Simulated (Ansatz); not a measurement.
# GePt2: the cost of one run

Method: DFT PBEsol, scalar-relativistic, plane waves, PAW, in Ansatz 0.2.0.

1 further run of the same task is left out (set aside as unsound or not needed).

## (1) The system as given

Symmetry: P-62m, No. 189, hexagonal system. The conventional cell has a = 6.744 Å, b = 6.744 Å, c = 3.541 Å, α = 90.00°, β = 90.00°, γ = 120.00°. Ge (site symmetry -6) is surrounded by 9 Pt at 2.44 to 2.76 Å. Around Ge (site symmetry -62m) lie 9 Pt at 2.55 to 2.60 Å. Around Pt (site symmetry m2m) lie 5 Ge at 2.55 to 2.76 Å and 6 Pt at 2.89 to 2.90 Å. Around Pt (site symmetry m2m) lie 4 Ge at 2.44 to 2.60 Å.

Coordinates:

```
CELL_PARAMETERS angstrom
6.74399 0.00000 0.00000
-3.37199 5.84046 0.00000
0.00000 0.00000 3.54096
ATOMIC_POSITIONS crystal
Ge 0.66667 0.33333 0.00000
Ge 0.33333 0.66667 0.00000
Ge 0.00000 0.00000 0.50000
Pt 0.62181 0.00000 0.50000
Pt 0.37819 0.37819 0.50000
Pt 0.00000 0.62181 0.50000
Pt 0.00000 0.28307 0.00000
Pt 0.71693 0.71693 0.00000
Pt 0.28307 0.00000 0.00000
```

Source of the structure: the Materials Project (structure only).

(A quick probe on a coarse mesh, which set the mesh and smearing, is not shown.)

## (3) Full relaxation

File input.yaml:

```yaml
crystal:
  lattice:
    - [6.7439868524, 0.0, 0.0]
    - [-3.3719934262, 5.840463937, 0.0]
    - [0.0, 0.0, 3.54096268]
  atoms:
    - { symbol: Ge, position: [0.66666667, 0.33333333, 0.0] }
    - { symbol: Ge, position: [0.33333333, 0.66666667, 0.0] }
    - { symbol: Ge, position: [0.0, 0.0, 0.5] }
    - { symbol: Pt, position: [0.6218124, 0.0, 0.5] }
    - { symbol: Pt, position: [0.3781876, 0.3781876, 0.5] }
    - { symbol: Pt, position: [0.0, 0.6218124, 0.5] }
    - { symbol: Pt, position: [0.0, 0.28307249, 0.0] }
    - { symbol: Pt, position: [0.71692751, 0.71692751, 0.0] }
    - { symbol: Pt, position: [0.28307249, 0.0, 0.0] }
basis:
  ecutwfc: 420
kpoints:
  mp_grid: { grid: [6, 6, 10] }
hamiltonian:
  xc: pbesol
scf:
  occupations: { method: gaussian, width: 0.1 }
output:
  forces: true
  stress: true
  eigenvalues: true
relax:
  adjacent_minimum: "off"
  f_tol: 0.005
  max_steps: 80
  cell: { stress_tol: 0.05 }
```

Run with:

```bash
ansatz run input.yaml --threads 2 --pin off --max-ram 5120MiB --backend cpu --events-out ev --progress --plain --runs-dir out
```

**Question.** How long does this run take on 2 threads of AMD EPYC 7B13 (Zen 3), shared host, and how much memory does it need?

About 2.6 min, with a peak of 0.76 GiB.
